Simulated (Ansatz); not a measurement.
# BaTiO3: the cost of one run

Program: Ansatz 0.2.0. Level of theory: DFT PBE, scalar-relativistic, plane waves, PAW. These are calculated values, not measurements.

The COD entry's cell or inner coordinates are ideal or old and differ from later refinements, so a difference from it is no clean test against experiment.

### 1 The starting structure

Symmetry: P4mm, No. 99, tetragonal system. Conventional cell: a = 4.000 Å, b = 4.000 Å, c = 4.018 Å, α = 90.00°, β = 90.00°, γ = 90.00°. Around Ba (site symmetry 4mm) lie 12 O at 2.79 to 2.88 Å. Ti (site symmetry 4mm) has 6 O at 1.89 to 2.13 Å as nearest neighbours. O (site symmetry 4mm) has 2 Ti at 1.89 to 2.13 Å as nearest neighbours. O (site symmetry 2mm) has 2 Ti at 2.00 Å and 4 Ba at 2.79 to 2.88 Å as nearest neighbours.

Structure file:

```cif
data_structure
_symmetry_space_group_name_H-M 'P 1'
_symmetry_Int_Tables_number 1
_cell_length_a 7.9996
_cell_length_b 7.9996
_cell_length_c 8.0360
_cell_angle_alpha 90.000
_cell_angle_beta 90.000
_cell_angle_gamma 90.000
_cell_volume 514.25
loop_
_atom_site_label
_atom_site_type_symbol
_atom_site_fract_x
_atom_site_fract_y
_atom_site_fract_z
_atom_site_occupancy
Ba1 Ba 0.00000 0.00000 0.00000 1
Ba2 Ba 0.00000 0.00000 0.50000 1
Ba3 Ba 0.00000 0.50000 0.00000 1
Ba4 Ba 0.00000 0.50000 0.50000 1
Ba5 Ba 0.50000 0.00000 0.00000 1
Ba6 Ba 0.50000 0.00000 0.50000 1
Ba7 Ba 0.50000 0.50000 0.00000 1
Ba8 Ba 0.50000 0.50000 0.50000 1
Ti1 Ti 0.25000 0.25000 0.24500 1
Ti2 Ti 0.25000 0.25000 0.74500 1
Ti3 Ti 0.25000 0.75000 0.24500 1
Ti4 Ti 0.25000 0.75000 0.74500 1
Ti5 Ti 0.75000 0.25000 0.24500 1
Ti6 Ti 0.75000 0.25000 0.74500 1
Ti7 Ti 0.75000 0.75000 0.24500 1
Ti8 Ti 0.75000 0.75000 0.74500 1
O1 O 0.25000 0.25000 0.00950 1
O2 O 0.25000 0.25000 0.50950 1
O3 O 0.25000 0.75000 0.00950 1
O4 O 0.25000 0.75000 0.50950 1
O5 O 0.75000 0.25000 0.00950 1
O6 O 0.75000 0.25000 0.50950 1
O7 O 0.75000 0.75000 0.00950 1
O8 O 0.75000 0.75000 0.50950 1
O9 O 0.25000 0.00000 0.25850 1
O10 O 0.25000 0.00000 0.75850 1
O11 O 0.25000 0.50000 0.25850 1
O12 O 0.25000 0.50000 0.75850 1
O13 O 0.75000 0.00000 0.25850 1
O14 O 0.75000 0.00000 0.75850 1
O15 O 0.75000 0.50000 0.25850 1
O16 O 0.75000 0.50000 0.75850 1
O17 O 0.00000 0.25000 0.25850 1
O18 O 0.00000 0.25000 0.75850 1
O19 O 0.00000 0.75000 0.25850 1
O20 O 0.00000 0.75000 0.75850 1
O21 O 0.50000 0.25000 0.25850 1
O22 O 0.50000 0.25000 0.75850 1
O23 O 0.50000 0.75000 0.25850 1
O24 O 0.50000 0.75000 0.75850 1
```

The runs take a perfect supercell of 40 atoms; the defect goes to fractional position (0.000, 0.000, 0.000).

### 2 The perfect supercell

The input, input.yaml:

```yaml
crystal:
  lattice:
    - [7.9996, 0.0, 0.0]
    - [0.0, 7.9996, 0.0]
    - [0.0, 0.0, 8.036]
  atoms:
    - { symbol: Ba, position: [0.0, 0.0, 0.0] }
    - { symbol: Ba, position: [0.0, 0.0, 0.5] }
    - { symbol: Ba, position: [0.0, 0.5, 0.0] }
    - { symbol: Ba, position: [0.0, 0.5, 0.5] }
    - { symbol: Ba, position: [0.5, 0.0, 0.0] }
    - { symbol: Ba, position: [0.5, 0.0, 0.5] }
    - { symbol: Ba, position: [0.5, 0.5, 0.0] }
    - { symbol: Ba, position: [0.5, 0.5, 0.5] }
    - { symbol: Ti, position: [0.25, 0.25, 0.245] }
    - { symbol: Ti, position: [0.25, 0.25, 0.745] }
    - { symbol: Ti, position: [0.25, 0.75, 0.245] }
    - { symbol: Ti, position: [0.25, 0.75, 0.745] }
    - { symbol: Ti, position: [0.75, 0.25, 0.245] }
    - { symbol: Ti, position: [0.75, 0.25, 0.745] }
    - { symbol: Ti, position: [0.75, 0.75, 0.245] }
    - { symbol: Ti, position: [0.75, 0.75, 0.745] }
    - { symbol: O, position: [0.25, 0.25, 0.0095] }
    - { symbol: O, position: [0.25, 0.25, 0.5095] }
    - { symbol: O, position: [0.25, 0.75, 0.0095] }
    - { symbol: O, position: [0.25, 0.75, 0.5095] }
    - { symbol: O, position: [0.75, 0.25, 0.0095] }
    - { symbol: O, position: [0.75, 0.25, 0.5095] }
    - { symbol: O, position: [0.75, 0.75, 0.0095] }
    - { symbol: O, position: [0.75, 0.75, 0.5095] }
    - { symbol: O, position: [0.25, 0.0, 0.2585] }
    - { symbol: O, position: [0.25, 0.0, 0.7585] }
    - { symbol: O, position: [0.25, 0.5, 0.2585] }
    - { symbol: O, position: [0.25, 0.5, 0.7585] }
    - { symbol: O, position: [0.75, 0.0, 0.2585] }
    - { symbol: O, position: [0.75, 0.0, 0.7585] }
    - { symbol: O, position: [0.75, 0.5, 0.2585] }
    - { symbol: O, position: [0.75, 0.5, 0.7585] }
    - { symbol: O, position: [0.0, 0.25, 0.2585] }
    - { symbol: O, position: [0.0, 0.25, 0.7585] }
    - { symbol: O, position: [0.0, 0.75, 0.2585] }
    - { symbol: O, position: [0.0, 0.75, 0.7585] }
    - { symbol: O, position: [0.5, 0.25, 0.2585] }
    - { symbol: O, position: [0.5, 0.25, 0.7585] }
    - { symbol: O, position: [0.5, 0.75, 0.2585] }
    - { symbol: O, position: [0.5, 0.75, 0.7585] }
basis:
  ecutwfc: 420
  fft_grid_basis: typed
kpoints:
  mp_grid: { grid: [2, 2, 2] }
hamiltonian:
  xc: pbe
  pseudopotentials: { kind: paw }
scf:
  occupations: { method: gaussian, width: 0.05 }
output:
  forces: true
  stress: false
  eigenvalues: true
  bader: false
  write_density: true
  volumetric_format: npy
```

Run with:

```
ansatz run input.yaml --threads 4 --pin off --max-ram 10240MiB --backend cpu --events-out ev --progress --plain --runs-dir out
```

Q: Estimate wall time and peak memory on 4 threads of Intel Xeon Platinum 8488C (Sapphire Rapids), shared host.

About 5.8 s, with a peak of 2.5 GiB.
